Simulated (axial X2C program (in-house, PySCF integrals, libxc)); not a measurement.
# A two-component session on AsO⁺: properties at the nuclei

Aim: properties at the nuclei of AsO⁺, with spin–orbit coupling in the Hamiltonian from the start.

Computed with an in-house X2C program for linear molecules on PySCF integrals. Level: two-component X2C with atomic mean-field terms, As dyall-acv3z, O dyall-av3z.

All values are calculated.

### Step 1. Set-up

Input file task.json:

```json
{"zs": [33, 8], "q": 1, "bas": ["dyall-acv3z", "dyall-av3z"], "r0": 1.71, "levels": ["PBE0", "HF", "B3LYP"], "nst": 1, "ff": 1, "thr": -3.5, "nmax": 130, "opt": {"ecut": 60}}
```

Keys: zs atomic numbers; q charge; bas basis sets; r0 starting distance in Å; levels methods (HF also brings MP2); nst determinants followed; ff finite-field run; thr threshold in hartree for freezing inner shells (an s shell follows its p shell); nmax most natural virtual spinors; ecut virtual cutoff in hartree.

The run is started by

```
$ python soeom.py task.json out
```

After this run come: Expectation values, lowest determinant; Finite-field coupled cluster.

**Question.** What will these runs give? Wanted: lowest determinant; qzz As; qzz O (for each run or level that gives them).

The runs gave:

| quantity | value |
| --- | --- |
| lowest determinant | Ω = 0 (closed shell) |
| qzz As (a.u.), PBE0 | -5.82 |
| qzz O (a.u.), PBE0 | -0.51 |
| qzz As (a.u.), CCSD(T) | -5.27 |
| qzz O (a.u.), CCSD(T) | -0.61 |

**Reading.** The expectation values come from single determinants, which for open shells can mix terms of unlike spin or miss the lowest Ω, so a determinant need not be a state. qzz is the electric field gradient, eQq0 = 234.96 MHz × Q/barn × qzz. The operators were transformed with the bare-nucleus X2C matrices. Correlation of the inner shells is missing, which matters for properties at the nucleus.
